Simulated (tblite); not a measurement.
# Ge20H32: the cost of one run

Computed with tblite 0.8.0 and PySCF 2.14.0 and routines of our own; the level stands in each step. Atoms count from 0.

## 1. The system as given

52 atoms, charge 0, multiplicity 1; geometry from: force field, distance geometry or constructed start.

## 2. Optimising the geometry with GFN2-xTB

Job settings and geometry (Å):

```
{"job": {"kind": "relax", "xc": "GFN2-xTB", "basis": "xTB"}, "charge": 0, "multiplicity": 1}
Ge     2.010400     1.156100    -0.401600
Ge    -0.003200     2.318300     0.393100
Ge    -2.000300     1.155600    -0.399000
Ge    -2.006200    -1.153500     0.393800
Ge    -0.001000    -2.316900    -0.396600
Ge     2.002200    -1.158400     0.397400
Ge    -4.010800    -2.314000    -0.403300
Ge    -4.007500    -4.628700     0.401500
Ge    -2.002800    -5.791400    -0.400400
Ge    -0.002800    -4.632200     0.401600
Ge     4.008800     4.630200    -0.402100
Ge     2.003000     5.787300     0.400000
Ge    -0.003400     4.632100    -0.395000
Ge     4.013100     2.315100     0.397300
Ge     4.008700    -2.310600    -0.399800
Ge     2.003600    -5.788700    -0.393700
Ge     4.011300    -4.629500     0.400900
Ge    -2.006600     5.785900     0.399000
Ge    -4.011500     4.633200    -0.397500
Ge    -4.008100     2.316600     0.402700
H      2.003200     1.161700    -1.928500
H     -0.000900     2.317200     1.929800
H     -2.002100     1.162500    -1.923400
H     -2.009700    -1.162200     1.928500
H      0.000500    -2.313100    -1.929100
H      1.999400    -1.158800     1.932500
H     -4.010200    -2.313400    -1.930700
H     -5.261700    -1.593300     0.108000
H     -4.010300    -4.631000     1.928000
H     -5.260000    -5.352800    -0.103400
H     -2.001900    -5.788700    -1.931100
H     -2.007400    -7.231600     0.107000
H     -0.001000    -4.631300     1.928100
H      4.013000     4.630100    -1.926300
H      5.262300     5.355000     0.103500
H      2.006000     5.791500     1.927100
H      2.004700     7.233000    -0.110900
H      0.000900     4.633900    -1.932600
H      4.012000     2.311800     1.929900
H      5.256300     1.597300    -0.105600
H      4.010800    -2.318000    -1.926200
H      5.267000    -1.599500     0.110500
H      2.010400    -5.788300    -1.933600
H      2.008100    -7.233400     0.105000
H      4.007200    -4.629700     1.932400
H      5.259200    -5.351600    -0.110200
H     -2.003100     5.789400     1.929400
H     -2.005800     7.235500    -0.104500
H     -4.009300     4.631800    -1.929800
H     -5.259200     5.353900     0.108800
H     -4.011800     2.308400     1.933100
H     -5.254500     1.595200    -0.107100
```

Command:

```bash
$ OMP_NUM_THREADS=4 python large_run.py task.json out
```

One launch serves the whole session: the jobs run in the order shown.

Q: Estimate the wall time and peak memory of this first job on 4 threads of Arm Neoverse N1, shared host.

About 10 s, with a peak of 0.16 GiB.
